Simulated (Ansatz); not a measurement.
**C₁₀H₂₀: a ladder of functionals and wavefunction methods**

An exercise on one series of results from a longer session: the logs are not shown, and one member is left open.

Method: functionals in def2-TZVPP, the program's frozen cores in correlated methods; program: Ansatz 0.2.0, Gaussian basis.

Levels to be run: LDA (SPW92), PBE-D4, revPBE-D4, BLYP-D4, r2SCAN-D4, B97M-V, PBE0-D4, B3LYP-D4, r2SCANh-D4, r2SCAN0-D4, HSE06-D4, BHLYP-D4, CAM-B3LYP-D4, LC-ωPBE, ωB97X-V, ωB97M-V, B2PLYP, PBE-QIDH; CCSD(T)/def2-SVP; CCSD(T)/def2-TZVPP; MP2/def2-QZVPP; extrapolation to the limit; RPA on PBE.

### The geometry

The geometry comes from an earlier relaxation with PBE0-D4 in a triple-zeta def2 set; it is a stationary point, not always the lowest conformer.

SMILES `CC(C)(C)/C=C/C(C)(C)C`, 30 atoms, charge 0, spin multiplicity 1.

Atoms are counted from 1 here; the program's logs count them from 0.

Bond lengths: C1–C2 1.531 Å, C1–H11 1.093 Å, C1–H12 1.094 Å, C1–H13 1.093 Å, C2–C3 1.522 Å, C2–C4 1.531 Å, C2–C5 1.506 Å, C3–H14 1.093 Å, C3–H15 1.093 Å, C3–H16 1.093 Å, C4–H17 1.093 Å, C4–H18 1.094 Å, C4–H19 1.093 Å, C5–C6 1.326 Å, C5–H20 1.089 Å, C6–C7 1.506 Å, C6–H21 1.089 Å, C7–C8 1.522 Å and more. Angles: C2–C1–H11 111.0°, C2–C1–H12 110.7°, C2–C1–H13 110.9°, H11–C1–H12 107.9°, H11–C1–H13 107.9°, H12–C1–H13 108.3°, C1–C2–C3 109.3°, C1–C2–C4 108.9°, C1–C2–C5 108.2°, C3–C2–C4 109.3°, C3–C2–C5 112.8°, C4–C2–C5 108.2°, C2–C3–H14 111.4°, C2–C3–H15 110.0°, C2–C3–H16 111.4°, H14–C3–H15 107.8°, H14–C3–H16 108.2°, H15–C3–H16 107.8° and more.

As a file:

```xyz
30

C    -1.71958   -1.54958   -1.87641
C    -1.50912   -1.21629   -0.39659
C    -0.96481   -2.44188    0.32389
C    -2.85423   -0.82115    0.21976
C    -0.58591   -0.03030   -0.30896
C     0.58638    0.03000    0.30808
C     1.50924    1.21621    0.39634
C     0.96784    2.43994   -0.32946
C     1.71381    1.55327    1.87617
C     2.85678    0.81952   -0.21361
H    -2.11028   -0.68585   -2.42138
H    -2.43423   -2.37000   -1.98950
H    -0.77885   -1.84675   -2.34617
H    -0.00999   -2.76289   -0.10001
H    -1.66793   -3.27368    0.23185
H    -0.81651   -2.24603    1.38882
H    -2.74219   -0.58658    1.28107
H    -3.57767   -1.63587    0.12246
H    -3.27033    0.05918   -0.27779
H    -0.95917    0.85521   -0.82158
H     0.95971   -0.85556    0.82057
H     0.82312    2.24098   -1.39431
H     1.67095    3.27175   -0.23736
H     0.01171    2.76262    0.09020
H     2.42818    2.37384    1.99001
H     2.10210    0.69088    2.42498
H     0.77122    1.85182    2.34130
H     2.74901    0.58203   -1.27472
H     3.57978    1.63455   -0.11571
H     3.27096   -0.05940    0.28803
```

Set-up of the first run:

File in.yaml:

```yaml
crystal:
  periodic: [false, false, false]
  atoms:
    - {symbol: C, position_ang: [-1.719582, -1.549582, -1.876407]}
    - {symbol: C, position_ang: [-1.509117, -1.216289, -0.396585]}
    - {symbol: C, position_ang: [-0.964808, -2.441883, 0.323895]}
    - {symbol: C, position_ang: [-2.854229, -0.821146, 0.219758]}
    - {symbol: C, position_ang: [-0.585907, -0.030303, -0.308964]}
    - {symbol: C, position_ang: [0.586379, 0.029999, 0.308085]}
    - {symbol: C, position_ang: [1.509245, 1.216206, 0.396344]}
    - {symbol: C, position_ang: [0.967844, 2.439944, -0.329460]}
    - {symbol: C, position_ang: [1.713808, 1.553269, 1.876170]}
    - {symbol: C, position_ang: [2.856780, 0.819518, -0.213610]}
    - {symbol: H, position_ang: [-2.110281, -0.685846, -2.421380]}
    - {symbol: H, position_ang: [-2.434232, -2.370001, -1.989495]}
    - {symbol: H, position_ang: [-0.778847, -1.846746, -2.346170]}
    - {symbol: H, position_ang: [-0.009985, -2.762889, -0.100014]}
    - {symbol: H, position_ang: [-1.667932, -3.273681, 0.231847]}
    - {symbol: H, position_ang: [-0.816514, -2.246033, 1.388825]}
    - {symbol: H, position_ang: [-2.742194, -0.586583, 1.281067]}
    - {symbol: H, position_ang: [-3.577673, -1.635871, 0.122461]}
    - {symbol: H, position_ang: [-3.270334, 0.059182, -0.277794]}
    - {symbol: H, position_ang: [-0.959169, 0.855207, -0.821582]}
    - {symbol: H, position_ang: [0.959712, -0.855560, 0.820567]}
    - {symbol: H, position_ang: [0.823124, 2.240984, -1.394308]}
    - {symbol: H, position_ang: [1.670947, 3.271753, -0.237363]}
    - {symbol: H, position_ang: [0.011709, 2.762617, 0.090204]}
    - {symbol: H, position_ang: [2.428177, 2.373838, 1.990006]}
    - {symbol: H, position_ang: [2.102099, 0.690885, 2.424985]}
    - {symbol: H, position_ang: [0.771223, 1.851821, 2.341303]}
    - {symbol: H, position_ang: [2.749007, 0.582034, -1.274720]}
    - {symbol: H, position_ang: [3.579780, 1.634555, -0.115705]}
    - {symbol: H, position_ang: [3.270964, -0.059399, 0.288029]}
basis:
  gaussian: {orbitals: def2-TZVPP}
hamiltonian: {xc: lda}
output: {orbitals: {seedname: orbitals}}
```

Command:

```bash
ansatz run in.yaml --threads 4 --pin off --events-out ev --progress --plain --max-ram 46080MiB --backend cuda --devices 0, --max-vram 37GiB
```

Among the steps run: LDA; PBE-D4 (GGA); revPBE-D4 (GGA); BLYP-D4 (GGA); r2SCAN-D4 (meta-GGA); B97M-V (meta-GGA); PBE0-D4 (hybrid); B3LYP-D4 (hybrid); r2SCANh-D4 (hybrid); r2SCAN0-D4 (hybrid); HSE06-D4 (hybrid); BHLYP-D4 (hybrid); CAM-B3LYP-D4 (range-separated); LC-ωPBE (range-separated); ωB97X-V (range-separated); ωB97M-V (range-separated); B2PLYP (double hybrid); PBE-QIDH (double hybrid).

One table of the session follows, with a row left open; its other results are not shown here.

It belongs to the step «Frontier levels by functional». 

```
  functional  HOMO (eV)  LUMO (eV)  gap (eV)
 LDA (SPW92)      -6.05      -0.57      5.47
      PBE-D4      -5.86      -0.33      5.53
   revPBE-D4      -5.77      -0.22      5.55
     BLYP-D4      -5.70      -0.19      5.51
   r2SCAN-D4      -6.04      -0.09      5.95
      B97M-V      -6.12      -0.09      6.03
     PBE0-D4      -6.95       0.70      7.64
    B3LYP-D4      -6.74       0.46      7.20
  r2SCANh-D4      -6.45       0.28      6.74
  r2SCAN0-D4          ?          ?         ?
    HSE06-D4      -6.55       0.32      6.87
    BHLYP-D4      -7.91       1.56      9.46
CAM-B3LYP-D4      -8.27       1.72      9.99
     LC-ωPBE      -9.63       3.00     12.63
     ωB97X-V      -9.28       2.74     12.02
     ωB97M-V      -9.20       2.33     11.54
```

Q: Estimate the row for r2SCAN0-D4 from the others.

Worked estimate for «HOMO (eV)». Against the share of exact exchange, r2SCAN-D4 (0, -6.04), r2SCANh-D4 (0.1, -6.45) give a slope of -4.10 per unit share; at 0.25 the line stands at -7.06.

As computed: HOMO (eV): -7.08; LUMO (eV): 0.83; gap (eV): 7.91. In «HOMO (eV)» the line misses by +0.02.
